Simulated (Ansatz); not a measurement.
# Ge2 (triplet): the correlation ladder at distance Ge1–Ge2 = 2.851 Å, cc-pVDZ

Aim: climb from Hartree-Fock through coupled cluster and multireference methods for Ge2 (triplet) at one geometry and basis, and see what each rung misses.

Program: Ansatz 0.2.0, Gaussian basis. Level of theory: cc-pVDZ, core rule «outside noble gas», up to 28 orbitals frozen. These are calculated values, not measurements.

To be run: UHF; CCSD(T) on ROHF; CCSD(T) on UHF; BCCD(T) on ROHF; CISD; CCSDT(Q) on ROHF; CCSDT(Q) on UHF; CCSDTQ on ROHF; CCSDTQ on UHF; CASSCF and MRCISD+Q, 4 electrons in 4 orbitals; CASSCF and NEVPT2, 4 electrons in 4 orbitals; CASSCF and MRCISD+Q, 8 electrons in 8 orbitals; CASSCF and NEVPT2, 8 electrons in 8 orbitals; Full CI.

13 further runs of the same task are left out: 2 for a known fault of the program, 11 that didn't finish.

### Step 1. The geometry

The geometry derives from a PBE0/def2-TZVP stationary point (not a proven minimum). One bond is set to the value named and the two fragments are kept rigid. No spin-orbit coupling is included. The filled d shell of Ge may be among the frozen orbitals whatever the setting's name suggests; the logs give the count.

2 atoms, charge 0, spin multiplicity 3.

Atoms are counted from 1 here; the program's logs count them from 0.

No contacts short enough for the rule that draws bonds.

### Step 2. UHF

Input file in.yaml:

```yaml
crystal:
  periodic: [false, false, false]
  atoms:
    - {symbol: Ge, position_ang: [0.000000, 0.000000, 0.000000]}
    - {symbol: Ge, position_ang: [0.000000, 0.000000, 2.851000]}
basis:
  gaussian: {orbitals: cc-pVDZ}
magnetization: {spin_polarized: true, initial_magnetization: 2}
hamiltonian: {xc: hf}
output: {orbitals: {seedname: orbitals}}
```

The run is started by

```sh
ansatz run in.yaml --threads 1 --pin off --events-out ev --progress --plain --max-ram 3968MiB --backend cpu
```

After this run come: CCSD(T) on ROHF; CCSD(T) on UHF; BCCD(T) on ROHF; CISD; CCSDT(Q) on ROHF; CCSDT(Q) on UHF; CCSDTQ on ROHF; CCSDTQ on UHF; CASSCF and MRCISD+Q, 4 electrons in 4 orbitals; CASSCF and NEVPT2, 4 electrons in 4 orbitals; CASSCF and MRCISD+Q, 8 electrons in 8 orbitals; CASSCF and NEVPT2, 8 electrons in 8 orbitals; Full CI.

**Question.** What will the summary of the whole plan be? Wanted: FCI from the RHF energy; RMP2 from FCI; UMP2 from FCI; RCCSD from FCI; RCCSD(T) from FCI; UCCSD(T) from FCI; RCCSDT(Q) from FCI; UCCSDT(Q) from FCI; NEVPT2 pair from FCI.

**Answer**, as computed:

```
                         quantity                                                     value
          FCI from the ROHF energy                                                -4.5693 eV
                    RMP2 from FCI                                               +1067.9 meV
                    UMP2 from FCI                                               +1079.8 meV
                   RCCSD from FCI                                                +369.7 meV
                RCCSD(T) from FCI                                                 +97.0 meV
                UCCSD(T) from FCI                                                 +94.6 meV
               RCCSDT(Q) from FCI                                                 +15.1 meV
               UCCSDT(Q) from FCI                                                 +11.0 meV
             NEVPT2 pair from FCI                                               +1273.6 meV
           MRCISD+Q pair from FCI                                                +180.4 meV
          NEVPT2 valence from FCI                                                +627.9 meV
levels within 1 kcal/mol (43 meV)  RCCSDT(Q), UCCSDT(Q), RCCSDTQ, UCCSDTQ, MRCISD+Q valence
                    T1 diagnostic                                                     0.022
   effectively unpaired electrons                                                      2.20
```

What this shows: RCCSD(T) misses by +97.0 meV, 2.1 % of the correlation energy. MRCISD+Q valence falls below full CI: the +Q correction isn't variational, and the cores differ from full CI's. The occupations show some static correlation. Of the multireference levels listed MRCISD+Q valence comes nearest in total energy (-22.7 meV), which doesn't show that its space is the better one. Coupled cluster took another determinant than the lowest Hartree-Fock one. These misses are within one basis, not against nature; the frozen cores of restricted and unrestricted runs differ, which can shift their rows.

Levels on UHF freeze UHF's core orbitals, full CI those of ROHF, so the U rows can settle a little off it for that reason alone.

With open shells the CI space here admits some triples and quadruples, so it is larger than plain CISD.
